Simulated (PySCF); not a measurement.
# PBE0/STO-6G run of GeF2 (SMILES [F][Ge][F])

Aim: the vertical ionisation energy of GeF2 at PBE0/STO-6G, from 2 runs. 

Program for the calculation: PySCF 2.14.0.

6 further runs of the same task are left out: 6 set aside as unsound or not needed.

## (1) Starting point

The species is GeF2 (3 atoms), meant as a singlet with charge 0. As SMILES, `[F][Ge][F]`. The coordinates come from a PBE0-D4/def2-TZVP relaxation.

Bond lengths: F1–Ge2 1.745 Å, Ge2–F3 1.745 Å. Angles: F1–Ge2–F3 97.2°.

## (2) A single-point energy at PBE0/STO-6G

File start.xyz:

```xyz
3
F2Ge
F     -0.675900    -1.101800    -0.497500
Ge     0.637500    -0.295200     0.320200
F      0.027600     1.332100     0.164100
```

File input.py:

```python
from pyscf import gto, dft

mol = gto.M(
    atom='start.xyz',
    spin=0,
    max_memory=1860,
    verbose=3,
    basis='sto-6g',
)

ks = dft.RKS(mol, xc='pbe0')
ks.conv_tol = 1e-10
ks.grids.level = 5
ks.kernel()
if not ks.converged:
    ks = ks.newton().run(ks.mo_coeff, ks.mo_occ)

e_final = ks.e_tot
print('E(%s) = %.9f' % ('PBE0', e_final))
```

On the command line:

```console
$ OMP_NUM_THREADS=1 python input.py
```

Log:

```text
converged SCF energy = -2263.87489717841
E(PBE0) = -2263.874897178
```

Wall time 4.5 s (1 thread of Arm Neoverse V1, shared host); peak memory 0.23 GiB.

## (3) The doublet cation

File run.py:

```python
from pyscf import gto, dft

molecule = gto.M(
    atom='''
F     -1.277266    -2.082100    -0.940139
Ge     1.204700    -0.557847     0.605090
F      0.052156     2.517304     0.310104
''',
    charge=1,
    spin=1,
    verbose=4,
    unit='bohr',
    basis='sto-6g',
    max_memory=1860,
)

mf = dft.UKS(molecule, xc='pbe0')
mf.conv_tol = 1e-10
mf.grids.level = 5
mf.kernel()
if not mf.converged:
    mf = mf.newton().run(mf.mo_coeff, mf.mo_occ)

e_tot = mf.e_tot
print('E(%s) = %.9f' % ('PBE0', e_tot))
```

On the command line:

```console
$ OMP_NUM_THREADS=1 python run.py
```

Log:

```text
PySCF version 2.14.0

[INPUT] num. atoms = 3
[INPUT] num. electrons = 49
[INPUT] charge = 1
[INPUT] spin (= nelec alpha-beta = 2S) = 1
[INPUT] symmetry False subgroup None
[INPUT] Mole.unit = bohr
[INPUT] Symbol           X                Y                Z      unit          X                Y                Z       unit  Magmom
[INPUT]  1 F     -0.675900059483  -1.101799870857  -0.497500133897 AA   -1.277266000000  -2.082100000000  -0.940139000000 Bohr   0.0
[INPUT]  2 Ge     0.637499785995  -0.295199919580   0.320199838556 AA    1.204700000000  -0.557847000000   0.605090000000 Bohr   0.0
[INPUT]  3 F      0.027599766613   1.332099909758   0.164099969815 AA    0.052156000000   2.517304000000   0.310104000000 Bohr   0.0

nuclear repulsion = 191.062734910281
number of shells = 14
number of NR pGTOs = 168
number of NR cGTOs = 28
basis = sto-6g
ecp = {}

******** <class 'pyscf.dft.uks.UKS'> ********
method = UKS
initial guess = minao
damping factor = 0
level_shift factor = 0
DIIS = <class 'pyscf.scf.diis.CDIIS'>
diis_start_cycle = 1
diis_space = 8
diis_damp = 0
SCF conv_tol = 1e-10
SCF conv_tol_grad = None
SCF max_cycles = 50
direct_scf = True
direct_scf_tol = 1e-13
number electrons alpha = 25  beta = 24
XC library pyscf.dft.libxc version 7.0.0
    S. Lehtola, C. Steigemann, M. J.T. Oliveira, and M. A.L. Marques.,  SoftwareX 7, 1–5 (2018)
XC functionals = pbe0
radial grids:
    Treutler-Ahlrichs [JCP 102, 346 (1995); DOI:10.1063/1.469408] (M4) radial grids

becke partition: Becke, JCP 88, 2547 (1988); DOI:10.1063/1.454033
pruning grids: <function nwchem_prune>
grids dens level: 5
symmetrized grids: False
atomic radii adjust function: <function treutler_atomic_radii_adjust>
small_rho_cutoff = 0
Set gradient conv threshold to 1e-05
tot grids = 132496
init E= -2261.96651942552
[... the frontier-level lines of each cycle are left out ...]


cycle= 1 E= -2263.51334347962  delta_E= -1.55  |g|= 0.302  |ddm|= 1.62
cycle= 2 E= -2263.16119830907  delta_E= 0.352  |g|= 0.781  |ddm|= 1.47
cycle= 3 E= -2263.60378784786  delta_E= -0.443  |g|= 0.0327  |ddm|= 0.965
cycle= 4 E= -2263.60475482304  delta_E= -0.000967  |g|= 0.00856  |ddm|= 0.0521
cycle= 5 E= -2263.60490666997  delta_E= -0.000152  |g|= 0.00178  |ddm|= 0.035
cycle= 6 E= -2263.60491719479  delta_E= -1.05e-05  |g|= 0.0022  |ddm|= 0.013
cycle= 7 E= -2263.60492108015  delta_E= -3.89e-06  |g|= 0.00117  |ddm|= 0.0045
cycle= 8 E= -2263.60492260924  delta_E= -1.53e-06  |g|= 0.000253  |ddm|= 0.00291
cycle= 9 E= -2263.60492274945  delta_E= -1.4e-07  |g|= 2.61e-05  |ddm|= 0.00144
cycle= 10 E= -2263.60492275207  delta_E= -2.62e-09  |g|= 6.38e-06  |ddm|= 0.000177
cycle= 11 E= -2263.60492275228  delta_E= -2.1e-10  |g|= 1.69e-06  |ddm|= 5.71e-05
cycle= 12 E= -2263.60492275229  delta_E= -1.64e-11  |g|= 3.67e-07  |ddm|= 1.38e-05
Extra cycle  E= -2263.60492275229  delta_E= 1.82e-12  |g|= 1.19e-07  |ddm|= 1.55e-06
converged SCF energy = -2263.60492275229  <S^2> = 0.75868202  2S+1 = 2.0086633
E(PBE0) = -2263.604922752
```

Run time: 7.5 s. Hardware: 1 thread of Arm Neoverse V1, shared host; peak memory 0.24 GiB.

## (4) Summary of results

Level: PBE0/STO-6G.

| quantity | value |
| --- | --- |
| singlet GeF2: total energy | -2263.87490 Eh |
| singlet GeF2: dipole moment | 0.13 D |
| singlet GeF2: HOMO energy | -3.72 eV |
| singlet GeF2: LUMO energy | 1.49 eV |
| singlet GeF2: HOMO–LUMO gap | 5.22 eV |
| doublet cation: total energy | -2263.60492 Eh |
| doublet cation: HOMO energy (highest over α and β) | -14.36 eV |
| doublet cation: LUMO energy (lowest over α and β) | -10.78 eV |
| doublet cation: ⟨S²⟩ | 0.759 |
| vertical ionisation energy (to the doublet cation) | 7.346 eV |

What this shows: The vertical ionisation energy comes to 7.35 eV (169 kcal/mol). The negative HOMO energy of the first species, 3.72 eV, lies 3.62 eV below that difference. In a minimal basis such a difference can be off by several eV, whatever the method. Mulliken charges (singlet GeF2) run from -0.22 on F1 to +0.44 on Ge2; they depend strongly on the basis.
